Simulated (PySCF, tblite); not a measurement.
# C5H8O2S: a rotation path, then NMR shifts on frames, part 2 of 2

tblite 0.8.0 and PySCF 2.14.0. Atoms count from 0.

## Step 5: Nuclear shieldings: image 5, PBE0/pcSseg-1

Job settings and geometry (Å):

```
{"job": {"kind": "nmr", "xc": "PBE0", "basis": "pcSseg-1", "pop": false}, "charge": 0, "multiplicity": 1}
C      2.682900     0.481200     0.071100
O      1.765100    -0.503400     0.507200
C      0.471900    -0.280300     0.180100
C     -0.346300     0.692400     0.547600
C     -1.712900     0.671000    -0.059000
C     -1.927600    -0.714600    -0.656900
S     -0.263200    -1.448800    -1.051300
O     -0.246900    -2.793400    -0.482200
H      3.651200     0.192200     0.472900
H      2.733200     0.502900    -1.023000
H      2.408300     1.473800     0.437700
H     -0.081900     1.487800     1.228800
H     -2.479300     0.908300     0.682000
H     -1.764500     1.436600    -0.839500
H     -2.380200    -1.401100     0.056300
H     -2.517600    -0.695800    -1.569800
```

Level: GIAO PBE0/pcSseg-1 NMR shielding, non-relativistic, gas phase.

Output:

```text
coarse grid: 14192 points
cycle   1  E = -743.0391478671  dE =  1.544e+00  |g| = 9.930e-01  |ddm| = 3.861e+00
cycle   2  E = -742.1094930938  dE =  9.297e-01  |g| = 2.330e+00  |ddm| = 4.226e+00
cycle   3  E = -743.2106994931  dE = -1.101e+00  |g| = 2.824e-01  |ddm| = 3.609e+00
cycle   4  E = -743.2250305690  dE = -1.433e-02  |g| = 1.459e-01  |ddm| = 4.471e-01
cycle   5  E = -743.2292950375  dE = -4.264e-03  |g| = 2.355e-02  |ddm| = 1.522e-01
cycle   6  E = -743.2294058658  dE = -1.108e-04  |g| = 8.473e-03  |ddm| = 2.899e-02
cycle   7  E = -743.2294202694  dE = -1.440e-05  |g| = 2.078e-03  |ddm| = 8.902e-03
cycle   8  E = -743.2294212456  dE = -9.762e-07  |g| = 6.653e-04  |ddm| = 3.273e-03
final grid: 133184 points
cycle   9  E = -743.3007709532  dE = -1.914e-05  |g| = 1.394e-02  |ddm| = 2.967e-02
cycle  10  E = -743.3006924708  dE =  7.848e-05  |g| = 2.394e-02  |ddm| = 3.513e-02
cycle  11  E = -743.3008086022  dE = -1.161e-04  |g| = 3.163e-03  |ddm| = 2.635e-02
cycle  12  E = -743.3008106008  dE = -1.999e-06  |g| = 4.013e-04  |ddm| = 3.061e-03
cycle  13  E = -743.3008106265  dE = -2.571e-08  |g| = 1.971e-04  |ddm| = 5.720e-04
cycle  14  E = -743.3008106340  dE = -7.498e-09  |g| = 5.079e-05  |ddm| = 2.313e-04
cycle  15  E = -743.3008106345  dE = -5.127e-10  |g| = 2.249e-05  |ddm| = 6.386e-05
converged SCF energy = -743.3008106345

GIAO shielding tensors (ppm)
atom      isotropic    diamagn.    paramagn.     s11        s22        s33       span
  0 C      121.652     244.973    -123.321     83.432     99.280    182.243     98.811
  1 O      272.631     396.645    -124.014    186.684    291.043    340.166    153.483
  2 C        6.302     257.569    -251.267    -79.510     35.818     62.598    142.108
  3 C       68.529     257.713    -189.184    -30.452     79.520    156.518    186.970
  4 C      157.884     248.800     -90.915    140.579    156.742    176.331     35.752
  5 C      125.286     254.389    -129.103     74.574    126.779    174.504     99.930
  6 S      127.963    1051.583    -923.620    -19.711    122.734    280.867    300.578
  7 O      262.395     393.753    -131.358     27.858    281.566    477.761    449.903
  8 H       27.563      27.787      -0.224     24.119     25.076     33.493      9.375
  9 H       27.930      29.148      -1.218     24.125     26.070     33.596      9.471
 10 H       28.138      29.766      -1.628     24.420     26.676     33.318      8.898
 11 H       25.906      32.734      -6.828     23.161     25.795     28.762      5.601
 12 H       28.862      29.132      -0.271     24.177     26.535     35.873     11.696
 13 H       29.213      29.795      -0.582     25.396     26.985     35.258      9.862
 14 H       28.889      30.547      -1.658     25.712     27.625     33.330      7.617
 15 H       28.120      29.725      -1.605     25.321     27.163     31.877      6.556
```

It took 71 s on 1 thread, shared host.

In short: δ C2 180.6, C3 118.4, C0 65.3, C5 61.6, H11 5.81, H8 4.15 ppm.

## Step 6: Nuclear shieldings: image 6, PBE0/pcSseg-1

Job settings and geometry (Å):

```
{"job": {"kind": "nmr", "xc": "PBE0", "basis": "pcSseg-1", "pop": false}, "charge": 0, "multiplicity": 1}
C      2.676800     0.534300     0.164000
O      1.805900    -0.578500     0.208100
C      0.494100    -0.329300     0.030600
C     -0.268800     0.690900     0.393600
C     -1.678000     0.668500    -0.109600
C     -1.969700    -0.743700    -0.601200
S     -0.357700    -1.555600    -1.053700
O     -0.349800    -2.859800    -0.398200
H      3.667200     0.157200     0.408000
H      2.684900     0.962200    -0.844100
H      2.389100     1.306200     0.880000
H      0.058000     1.530200     0.988500
H     -2.385200     0.974800     0.664300
H     -1.764500     1.384600    -0.932900
H     -2.395400    -1.370000     0.180400
H     -2.614700    -0.762900    -1.476000
```

Method: GIAO PBE0/pcSseg-1 NMR shielding, non-relativistic, gas phase.

Output:

```text
coarse grid: 14192 points
cycle   1  E = -743.0427175082  dE =  1.556e+00  |g| = 9.868e-01  |ddm| = 3.867e+00
cycle   2  E = -742.1240266570  dE =  9.187e-01  |g| = 2.315e+00  |ddm| = 4.221e+00
cycle   3  E = -743.2124065934  dE = -1.088e+00  |g| = 2.795e-01  |ddm| = 3.610e+00
cycle   4  E = -743.2267515757  dE = -1.434e-02  |g| = 1.414e-01  |ddm| = 4.436e-01
cycle   5  E = -743.2308337236  dE = -4.082e-03  |g| = 2.268e-02  |ddm| = 1.482e-01
cycle   6  E = -743.2309357651  dE = -1.020e-04  |g| = 8.514e-03  |ddm| = 2.847e-02
cycle   7  E = -743.2309507222  dE = -1.496e-05  |g| = 2.116e-03  |ddm| = 9.306e-03
cycle   8  E = -743.2309517378  dE = -1.016e-06  |g| = 6.727e-04  |ddm| = 3.342e-03
final grid: 133184 points
cycle   9  E = -743.3031017425  dE = -1.929e-05  |g| = 1.427e-02  |ddm| = 3.195e-02
cycle  10  E = -743.3030143171  dE =  8.743e-05  |g| = 2.499e-02  |ddm| = 3.644e-02
cycle  11  E = -743.3031413560  dE = -1.270e-04  |g| = 3.068e-03  |ddm| = 2.733e-02
cycle  12  E = -743.3031432869  dE = -1.931e-06  |g| = 4.022e-04  |ddm| = 3.015e-03
cycle  13  E = -743.3031433120  dE = -2.508e-08  |g| = 2.067e-04  |ddm| = 5.677e-04
cycle  14  E = -743.3031433199  dE = -7.975e-09  |g| = 5.353e-05  |ddm| = 2.390e-04
cycle  15  E = -743.3031433205  dE = -5.648e-10  |g| = 2.375e-05  |ddm| = 7.015e-05
converged SCF energy = -743.3031433205

GIAO shielding tensors (ppm)
atom      isotropic    diamagn.    paramagn.     s11        s22        s33       span
  0 C      125.280     245.341    -120.061     93.971     99.968    181.900     87.929
  1 O      253.930     396.514    -142.584    147.314    283.597    330.879    183.565
  2 C        8.961     257.294    -248.332    -72.746     35.772     63.858    136.603
  3 C       78.332     259.023    -180.691    -14.129     87.693    161.431    175.559
  4 C      157.407     248.101     -90.694    139.414    156.621    176.185     36.771
  5 C      126.419     254.269    -127.850     76.281    128.509    174.467     98.186
  6 S      114.381    1051.337    -936.957    -29.560    114.660    258.041    287.601
  7 O      257.079     393.598    -136.519     17.081    277.653    476.502    459.421
  8 H       27.583      27.761      -0.179     23.813     25.465     33.471      9.658
  9 H       28.155      29.265      -1.110     24.398     26.184     33.883      9.485
 10 H       27.866      29.881      -2.016     23.921     26.460     33.215      9.294
 11 H       26.308      33.318      -7.010     23.097     26.538     29.288      6.191
 12 H       28.849      29.275      -0.426     24.117     26.565     35.867     11.750
 13 H       29.141      29.725      -0.585     25.109     27.013     35.301     10.192
 14 H       28.973      30.539      -1.566     25.779     27.618     33.523      7.743
 15 H       28.187      29.565      -1.378     25.441     27.140     31.979      6.538
```

Run time: 69 s. Hardware: 1 thread, shared host.

This run: δ C2 178.0, C3 108.6, C0 61.6, C5 60.5, H11 5.41, H8 4.13 ppm.

## Step 7: NMR shieldings: image 8, PBE0/pcSseg-1

Job settings and geometry (Å):

```
{"job": {"kind": "nmr", "xc": "PBE0", "basis": "pcSseg-1", "pop": false}, "charge": 0, "multiplicity": 1}
C      2.656400     0.492900     0.323700
O      1.840700    -0.499100    -0.261500
C      0.519900    -0.258800    -0.302700
C     -0.208400     0.783000     0.070700
C     -1.679400     0.682000    -0.200800
C     -1.994000    -0.780400    -0.492800
S     -0.439000    -1.626300    -1.075800
O     -0.278100    -2.808300    -0.232800
H      3.673600     0.109700     0.281800
H      2.590100     1.432200    -0.234300
H      2.371500     0.670600     1.364900
H      0.181100     1.681300     0.522600
H     -2.259200     1.046200     0.651100
H     -1.934100     1.309500    -1.060900
H     -2.289200    -1.322500     0.403800
H     -2.759400    -0.903100    -1.255100
```

Method: GIAO PBE0/pcSseg-1 NMR shielding, non-relativistic, gas phase.

Output:

```text
coarse grid: 14192 points
cycle   1  E = -743.0489102959  dE =  1.555e+00  |g| = 9.823e-01  |ddm| = 3.873e+00
cycle   2  E = -742.1305761537  dE =  9.183e-01  |g| = 2.312e+00  |ddm| = 4.288e+00
cycle   3  E = -743.2171620420  dE = -1.087e+00  |g| = 2.789e-01  |ddm| = 3.686e+00
cycle   4  E = -743.2316662624  dE = -1.450e-02  |g| = 1.391e-01  |ddm| = 4.488e-01
cycle   5  E = -743.2356726848  dE = -4.006e-03  |g| = 2.245e-02  |ddm| = 1.440e-01
cycle   6  E = -743.2357726366  dE = -9.995e-05  |g| = 8.788e-03  |ddm| = 2.917e-02
cycle   7  E = -743.2357894798  dE = -1.684e-05  |g| = 2.318e-03  |ddm| = 1.027e-02
cycle   8  E = -743.2357906271  dE = -1.147e-06  |g| = 8.149e-04  |ddm| = 3.198e-03
final grid: 133184 points
cycle   9  E = -743.3081754293  dE = -2.303e-05  |g| = 1.477e-02  |ddm| = 3.524e-02
cycle  10  E = -743.3080803422  dE =  9.509e-05  |g| = 2.601e-02  |ddm| = 3.723e-02
cycle  11  E = -743.3082177099  dE = -1.374e-04  |g| = 3.112e-03  |ddm| = 2.779e-02
cycle  12  E = -743.3082197556  dE = -2.046e-06  |g| = 4.096e-04  |ddm| = 3.085e-03
cycle  13  E = -743.3082197808  dE = -2.528e-08  |g| = 2.134e-04  |ddm| = 5.652e-04
cycle  14  E = -743.3082197891  dE = -8.310e-09  |g| = 5.726e-05  |ddm| = 2.538e-04
cycle  15  E = -743.3082197898  dE = -6.328e-10  |g| = 2.379e-05  |ddm| = 7.462e-05
converged SCF energy = -743.3082197898

GIAO shielding tensors (ppm)
atom      isotropic    diamagn.    paramagn.     s11        s22        s33       span
  0 C      128.097     246.090    -117.992     98.195    105.259    180.837     82.643
  1 O      227.477     396.671    -169.194    110.453    252.346    319.633    209.179
  2 C        9.547     258.809    -249.262    -71.173     34.920     64.895    136.068
  3 C       87.856     259.819    -171.964     10.821     90.981    161.764    150.943
  4 C      157.129     247.439     -90.310    138.013    157.176    176.197     38.184
  5 C      123.626     254.010    -130.384     71.392    124.924    174.563    103.171
  6 S      117.414    1051.065    -933.651    -25.462    112.492    265.214    290.676
  7 O      248.965     393.951    -144.987     11.623    263.207    472.064    460.442
  8 H       27.413      27.768      -0.356     23.329     25.643     33.266      9.937
  9 H       28.137      29.552      -1.415     25.181     25.549     33.681      8.500
 10 H       28.026      30.192      -2.166     24.968     25.558     33.552      8.584
 11 H       26.872      33.926      -7.054     23.465     27.271     29.881      6.417
 12 H       28.814      29.536      -0.721     24.205     26.566     35.671     11.466
 13 H       29.056      29.384      -0.329     24.892     26.922     35.352     10.460
 14 H       28.924      30.658      -1.735     25.794     27.615     33.362      7.568
 15 H       28.033      29.339      -1.306     25.219     27.089     31.792      6.573
```

It took 72 s on 1 thread, shared host.

In short: δ C2 177.4, C3 99.1, C5 63.3, C0 58.8, H11 4.84, H8 4.30 ppm.

## Step 8: Side by side: NMR shifts

Shifts (ppm) of some atoms, chosen among heavy atoms and hydrogens apart, with basis size and wall time:

| frame | C2 | C3 | H11 | H9 | O1 | O7 | S6 | functions | time |
| --- | --- | --- | --- | --- | --- | --- | --- | --- | --- |
| image 0 | 171.8 | 107.5 | 5.34 | 4.81 | 99.7 | 84.2 | 385 | 183 | 77 s |
| image 2 | 176.7 | 111.4 | 5.54 | 4.49 | 84.8 | 81.8 | 363 | 183 | 83 s |
| image 5 | 180.6 | 118.4 | 5.81 | 3.79 | 63.4 | 73.7 | 376 | 183 | 71 s |
| image 6 | 178.0 | 108.6 | 5.41 | 3.56 | 82.1 | 79.0 | 389 | 183 | 69 s |
| image 8 | 177.4 | 99.1 | 4.84 | 3.58 | 108.6 | 87.1 | 386 | 183 | 72 s |

## Step 9: Summary of results

The summary covers parts 1 to 2.

| quantity | value |
| --- | --- |
| barrier | 0.233 eV (5.4 kcal/mol) at image 5 |
| end to end (GFN2-xTB) | 0.041 eV |
| ¹³C shifts against TMS (PBE0/pcSseg-1, image 0) | 171.8, 107.5, 64.7, 60.4, 28.7 ppm |
| ¹H shifts against TMS (PBE0/pcSseg-1, image 0) | 5.34, 4.81, 4.00, 3.93, 3.84, 2.95, 2.82, 2.60 ppm |
| ¹⁷O shifts against H2O (PBE0/pcSseg-1, image 0) | 99.7, 84.2 ppm |
| ³³S shifts against CS2 (PBE0/pcSseg-1, image 0) | 385 ppm |
| range of the shift of O1 | 63.4 to 108.6 ppm |

Along the band the dihedral turns by 193°, and the top (dihedral 112°) lies 5.4 kcal/mol above the start (GFN2-xTB, rough), so at room temperature this motion is fast. Ends this close can change order at a higher level. The top was not checked by a frequency run. Shifts at one fixed geometry are not the observed spectrum, which averages over the motion. In the first frame run (image 0): Shielding is most anisotropic at O7 (span 442 ppm, paramagnetic term -146 ppm). Across the 5 runs the shift of O1 moves most, between 63.4 (image 5) and 108.6 ppm (image 8).
